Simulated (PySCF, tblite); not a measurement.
# C5H13NOSSi: geometry, infrared bands and NMR shifts

Wanted: the infrared bands and NMR shifts of C5H13NOSSi (`C[S@@](=O)[C@H]1CCN([SiH3])C1`), by calculation.

The runs use tblite 0.8.0 and PySCF 2.14.0, with density-fitted response routines of our own; the level of theory stands in each step. All values are computed, except where a source is named. Atoms count from 0, in the outputs and in this text.

## 1. The molecule as given

22 atoms, charge 0, multiplicity 1; geometry from: force field or distance geometry start.

Bonds of the start (Å): C0–S1 1.80, S1–O2 1.50, S1–C3 1.79, C3–C4 1.52, C4–C5 1.52, C5–N6 1.42, N6–Si7 1.76, N6–C8 1.45, C8–C3 1.51, C0–H9 1.10, C0–H10 1.10, C0–H11 1.12, C3–H12 1.13, C4–H13 1.12, C4–H14 1.10, C5–H15 1.11, C5–H16 1.10, Si7–H17 1.48, Si7–H18 1.49, Si7–H19 1.47, C8–H20 1.09, C8–H21 1.12.

## 2. Geometry optimisation with GFN2-xTB

Job settings and geometry (Å):

```
{"job": {"kind": "relax", "xc": "GFN2-xTB", "basis": "xTB"}, "charge": 0, "multiplicity": 1}
C      3.267500     0.822400    -0.316800
S      1.852500     0.011500    -1.074600
O      2.238700    -1.067600    -2.048900
C      0.726900    -0.511300     0.211900
C      0.293900     0.735400     0.966200
C     -1.175900     0.860000     0.606200
N     -1.557700    -0.498600     0.419400
Si    -3.176300    -0.726100    -0.225200
C     -0.518400    -1.166400    -0.331000
H      4.159000     0.793100    -0.956100
H      2.994100     1.858900    -0.086300
H      3.537500     0.329900     0.648400
H      1.217700    -1.191000     0.976500
H      0.823000     1.627400     0.540800
H      0.426500     0.655900     2.051900
H     -1.678000     1.257500     1.514900
H     -1.342800     1.497900    -0.279800
H     -3.201800    -1.411800    -1.531700
H     -3.922500    -1.579700     0.739600
H     -3.820400     0.588800    -0.367700
H     -0.599200    -1.016700    -1.407300
H     -0.554700    -2.250900    -0.051600
```

Run with:

```console
$ OMP_NUM_THREADS=1 python probes_run.py task.json out
```

This one command runs all jobs of the session in turn.

**Question.** This job is followed by: GFN2-xTB harmonic vibrations, gas phase; GIAO PBE0/pcSseg-1 NMR shielding, non-relativistic, gas phase. Predict these results of the whole session: strongest single infrared mode (GFN2-xTB); zero-point energy (GFN2-xTB); ¹³C shifts against TMS (PBE0/pcSseg-1); ¹H shifts against TMS (PBE0/pcSseg-1, means over atoms taken as alike); ³³S shifts against CS2 (PBE0/pcSseg-1); ¹⁷O shifts against H2O (PBE0/pcSseg-1); ¹⁵N shifts against NH3 (PBE0/pcSseg-1); ²⁹Si shifts against TMS (PBE0/pcSseg-1).

**Answer**, as computed:

```
                                                              quantity                                                     value
                             strongest single infrared mode (GFN2-xTB)                                      828 cm⁻¹, 386 km/mol
                                          zero-point energy (GFN2-xTB)                                            107.7 kcal/mol
                                ¹³C shifts against TMS (PBE0/pcSseg-1)                          71.0, 53.4, 48.0, 46.5, 32.5 ppm
¹H shifts against TMS (PBE0/pcSseg-1, means over atoms taken as alike)  4.70, 3.82, 3.40, 3.11, 3.04, 2.97, 2.35, 1.94, 1.10 ppm
                                ³³S shifts against CS2 (PBE0/pcSseg-1)                                                   336 ppm
                                ¹⁷O shifts against H2O (PBE0/pcSseg-1)                                                  62.9 ppm
                                ¹⁵N shifts against NH3 (PBE0/pcSseg-1)                                                  28.8 ppm
                               ²⁹Si shifts against TMS (PBE0/pcSseg-1)                                                 -59.0 ppm
```

What this shows: The optimisation took 156 steps and gained 1.173 eV; among the close pairs (by a distance rule), S1–C3 changed most, from 1.788 to 1.878 Å. No mode is imaginary among the 60: a minimum at this level. The strongest single mode, at 828 cm⁻¹, is spread over several atoms, H18, H17, H19, Si7 among them. Unscaled tight-binding wavenumbers are off by several per cent, some by more. Its intensities can rank the bands wrongly. At PBE0/pcSseg-1: The largest span, 456 ppm, is at S1, where the paramagnetic term is -886 ppm.
